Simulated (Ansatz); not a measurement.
# CH5BN2 (SMILES NC1BN1): levels of theory compared

Aim: a comparison of 6 runs (HF/3-21G, HF/cc-pVDZ, PBE/cc-pVDZ, PBE0/cc-pVDZ, r2SCAN0/cc-pVDZ, CCSD(T)/cc-pVDZ) of CH5BN2. 

The calculation is run with Ansatz 0.2.0.

74 further runs of the same task are left out: 74 set aside as unsound or not needed.

## (1) Starting point

The species is CH5BN2 (9 atoms), meant as a singlet with charge 0. SMILES: `NC1BN1`. The N1–H6 distance was set to 1.313 Å, away from the relaxed value.

Bond lengths: N1–C2 1.431 Å, C2–B3 1.561 Å, C2–N4 1.467 Å, B3–N4 1.341 Å, N1–H5 1.010 Å, C2–H7 1.092 Å, B3–H8 1.184 Å, N4–H9 1.004 Å. Some angles: N1–C2–B3 121.1°, N1–C2–N4 117.3°, B3–C2–N4 52.5°, C2–B3–N4 60.2°, C2–N4–B3 67.4°, N1–C2–H7 115.1°, B3–C2–H7 121.0°, N4–C2–H7 113.6°, C2–N1–H5 112.4°, C2–B3–H8 154.8°. A long bond or contact: N1–H6 1.313 Å.

## (2) A single-point energy at HF/3-21G (run 1)

Contents of input.yaml:

```yaml
crystal:
  periodic: [false, false, false]
  atoms:
    - symbol: N
      position_ang: [0.362742, 0.999938, -0.565059]
    - symbol: C
      position_ang: [-0.144358, -0.271662, -0.146759]
    - symbol: B
      position_ang: [0.811042, -1.388562, 0.378741]
    - symbol: N
      position_ang: [0.089342, -0.664362, 1.247041]
    - symbol: H
      position_ang: [1.003842, 0.922938, -1.341459]
    - symbol: H
      position_ang: [-0.589900, 1.842600, -0.892400]
    - symbol: H
      position_ang: [-1.146558, -0.511662, -0.507159]
    - symbol: H
      position_ang: [1.634042, -2.233462, 0.270241]
    - symbol: H
      position_ang: [-0.172958, -0.297662, 2.143841]
basis:
  gaussian:
    orbitals: 3-21G.json
hamiltonian:
  xc: hf
accuracy: high
output: {orbitals: {seedname: orbitals}}
```

The basis set 3-21G is read from a file made from the Basis Set Exchange's data (not shown).

Run with:

```sh
$ ansatz run input.yaml --threads 1 --pin off --max-ram 3480MiB --events-out events.jsonl --progress --plain --runs-dir runs
```

Log:

```text
Warning: RAYON_NUM_THREADS=1 ignored (pool sized by the plan → 1); use --threads N
Functional definition: HF
  name "HF"
  exchange = exact_x
  correlation = 0
1165 factors; integrals over basis functions are off by at most 4.7e-9 eV
mean field evaluation 1: about -4713.4924 eV, gradient 2.8e1 eV
mean field evaluation 2: about -4713.4915 eV, gradient 2.8e1 eV
mean field evaluation 4: about -4715.5137 eV, gradient 2.8e0 eV
mean field evaluation 8: about -4715.5423 eV, gradient 4.3e-4 eV
mean field -4715.54226594 eV, -173.2929819640 hartree, gradient 2.7e-8 eV, S^2 0.000000; 0 other end points of the search recorded, 0 dependent functions left out
reference -4715.54226594 eV, -173.2929819640 hartree; 15, 15 occupied and 31, 31 virtual orbitals, 1165 factors
Total energy: -4715.54226594 eV, -173.2929819640 hartree
```

Run time: 0.46 s. Hardware: 1 thread of Arm Neoverse V2, shared host; peak memory 0.096 GiB.

## (3) The energy at HF/cc-pVDZ (run 2)

Contents of run.yaml:

```yaml
crystal:
  periodic: [false, false, false]
  atoms:
    - {symbol: N, position_ang: [0.362742, 0.999938, -0.565059]}
    - {symbol: C, position_ang: [-0.144358, -0.271662, -0.146759]}
    - {symbol: B, position_ang: [0.811042, -1.388562, 0.378741]}
    - {symbol: "N", position_ang: [0.089342, -0.664362, 1.247041]}
    - {symbol: H, position_ang: [1.003842, 0.922938, -1.341459]}
    - {symbol: H, position_ang: [-0.589900, 1.842600, -0.892400]}
    - {symbol: H, position_ang: [-1.146558, -0.511662, -0.507159]}
    - {symbol: H, position_ang: [1.634042, -2.233462, 0.270241]}
    - {symbol: H, position_ang: [-0.172958, -0.297662, 2.143841]}
basis:
  gaussian:
    orbitals: cc-pVDZ
hamiltonian:
  xc: hf
accuracy: high
output: {orbitals: {seedname: orbitals}}
```

Run with:

```sh
$ ansatz run run.yaml --threads 1 --pin off --max-ram 3480MiB --events-out events.jsonl --progress --plain --runs-dir runs
```

Log:

```text
Warning: RAYON_NUM_THREADS=1 ignored (pool sized by the plan → 1); use --threads N
Functional definition: HF
  name "HF"
  exchange = exact_x
  correlation = 0
1919 factors; integrals over basis functions are off by at most 3.1e-9 eV
mean field evaluation 1: about -4739.3555 eV, gradient 3.4e1 eV
mean field evaluation 2: about -4739.3567 eV, gradient 3.4e1 eV
mean field evaluation 4: about -4742.4332 eV, gradient 3.5e0 eV
mean field evaluation 8: about -4742.4795 eV, gradient 3.7e-4 eV
mean field -4742.47945552 eV, -174.2829054222 hartree, gradient 1.9e-8 eV, S^2 0.000000; 0 other end points of the search recorded, 0 dependent functions left out
reference -4742.47945552 eV, -174.2829054222 hartree; 15, 15 occupied and 66, 66 virtual orbitals, 1919 factors
Total energy: -4742.47945552 eV, -174.2829054222 hartree
```

Run time: 1.9 s. Hardware: 1 thread of Arm Neoverse V2, shared host; peak memory 0.2 GiB.

Runs 3 to 5 aren't shown in full; the table further down has their settings and results.

## (4) A single-point energy at CCSD(T)/cc-pVDZ (run 6)

Contents of in.yaml:

```yaml
crystal:
  periodic: [false, false, false]
  atoms:
    - symbol: N
      position_ang: [0.362742, 0.999938, -0.565059]
    - symbol: C
      position_ang: [-0.144358, -0.271662, -0.146759]
    - symbol: B
      position_ang: [0.811042, -1.388562, 0.378741]
    - symbol: N
      position_ang: [0.089342, -0.664362, 1.247041]
    - symbol: H
      position_ang: [1.003842, 0.922938, -1.341459]
    - symbol: H
      position_ang: [-0.589900, 1.842600, -0.892400]
    - symbol: H
      position_ang: [-1.146558, -0.511662, -0.507159]
    - symbol: H
      position_ang: [1.634042, -2.233462, 0.270241]
    - symbol: H
      position_ang: [-0.172958, -0.297662, 2.143841]
basis:
  gaussian: {orbitals: cc-pVDZ}
accuracy: high
correlation: {method: ccsd_t, frozen_orbitals: {B: 1, C: 1, H: 0, "N": 1}}
scf: {omitted_lower_state_checks: [cluster_reference, increment]}
magnetization: {spin_polarized: false, initial_magnetization: 0}
```

Run with:

```sh
$ ansatz run in.yaml --threads 1 --pin off --max-ram 3480MiB --events-out events.jsonl --progress --plain --runs-dir runs
```

Log:

```text
Warning: RAYON_NUM_THREADS=1 ignored (pool sized by the plan → 1); use --threads N
Functional definition: HF
  name "HF"
  exchange = exact_x
  correlation = 0
these checks for a lower state are left out or cut short: cluster_reference, increment
1919 factors; integrals over basis functions are off by at most 3.1e-9 eV
mean field evaluation 1: about -4739.3555 eV, gradient 3.4e1 eV
mean field evaluation 2: about -4739.3567 eV, gradient 3.4e1 eV
mean field evaluation 4: about -4742.4332 eV, gradient 3.5e0 eV
mean field evaluation 8: about -4742.4795 eV, gradient 3.7e-4 eV
mean field -4742.47945552 eV, -174.2829054222 hartree, gradient 1.9e-8 eV, S^2 0.000000; 0 other end points of the search recorded, 0 dependent functions left out
4 core orbitals not correlated: weight in the atoms' cores, before any rotation towards them, 1.000 or more for the frozen orbitals, at most 0.000 for the correlated occupied ones
reference -4742.47945552 eV, -174.2829054222 hartree; 11, 11 occupied and 66, 66 virtual orbitals, 1919 factors
second order -15.34240797 eV of doubles, -0.00000000 eV of singles
cycle   1  -15.78612414 eV  change   -4.4e-1 eV  update   9.3e-2
cycle   2  -16.23299456 eV  change   -4.5e-1 eV  update   2.9e-2
cycle   3  -16.34275307 eV  change   -1.1e-1 eV  update   1.6e-2
cycle   4  -16.33475084 eV  change    8.0e-3 eV  update   4.7e-3
cycle   5  -16.33577519 eV  change   -1.0e-3 eV  update   2.1e-3
cycle   6  -16.33576745 eV  change    7.7e-6 eV  update   7.3e-4
cycle   7  -16.33522583 eV  change    5.4e-4 eV  update   2.6e-4
cycle   8  -16.33520697 eV  change    1.9e-5 eV  update   9.3e-5
cycle   9  -16.33522457 eV  change   -1.8e-5 eV  update   3.8e-5
cycle  10  -16.33520769 eV  change    1.7e-5 eV  update   1.9e-5
cycle  11  -16.33522618 eV  change   -1.8e-5 eV  update   8.5e-6
cycle  12  -16.33522764 eV  change   -1.5e-6 eV  update   2.6e-6
cycle  13  -16.33523027 eV  change   -2.6e-6 eV  update   1.0e-6
cycle  14  -16.33523050 eV  change   -2.3e-7 eV  update   3.7e-7
cycle  15  -16.33523026 eV  change    2.4e-7 eV  update   1.5e-7
cycle  16  -16.33523019 eV  change    6.2e-8 eV  update   7.7e-8
cycle  17  -16.33523019 eV  change  -7.3e-10 eV  update   4.2e-8
cycle  18  -16.33523020 eV  change   -2.4e-9 eV  update   3.0e-8
cycle  19  -16.33523025 eV  change   -5.8e-8 eV  update   1.3e-7
cycle  20  -16.33523025 eV  change    1.4e-9 eV  update   2.9e-8
cycle  21  -16.33523026 eV  change   -5.8e-9 eV  update   8.3e-9
cycle  22  -16.33523026 eV  change  -4.0e-10 eV  update   3.2e-9
cycle  23  -16.33523026 eV  change  -4.3e-10 eV  update   1.1e-9
perturbative correction -0.54325470 eV, -0.0199642419 hartree
Total energy: -4759.35794047 eV, -174.9031783036 hartree
Checks for a lower state left out: cluster_reference, increment
```

It took 15 s on 1 thread of Arm Neoverse V2, shared host; peak memory 0.47 GiB.

## (5) Overview of the runs

```csv
run,level,frozen core orbitals,energy (Eh),HOMO energy (eV),LUMO energy (eV),HOMO–LUMO gap (eV),wall time
1,HF/3-21G,–,-173.292982,-9.98,4.53,14.51,0.46 s
2,HF/cc-pVDZ,–,-174.282905,-10.11,3.90,14.00,1.9 s
3,PBE/cc-pVDZ,–,-175.175476,-5.00,-0.70,4.30,4.2 s
4,PBE0/cc-pVDZ,–,-175.191024,-6.51,0.32,6.82,4.5 s
5,r2SCAN0/cc-pVDZ,–,-175.275218,-6.72,0.52,7.24,7.8 s
6,CCSD(T)/cc-pVDZ,4,-174.903178,–,–,–,15 s
```

## (6) What came out

| quantity | value |
| --- | --- |
| run 6: total energy | -174.90318 Eh |
| run 6: correlation energy (4 core orbitals frozen) | -620.3 mEh |
| run 6: (T) correction | -19.96 mEh |
| run 6: T1 diagnostic | 0.014 |

In words: Over runs 1, 2, 3, 4, 5 the HOMO–LUMO gap runs from 4.30 eV (PBE/cc-pVDZ) to 14.51 eV (HF/3-21G). The two ends differ in method and basis. Totals of different functionals can't be ranked against each other. All runs together took 34 s, the longest 15 s.
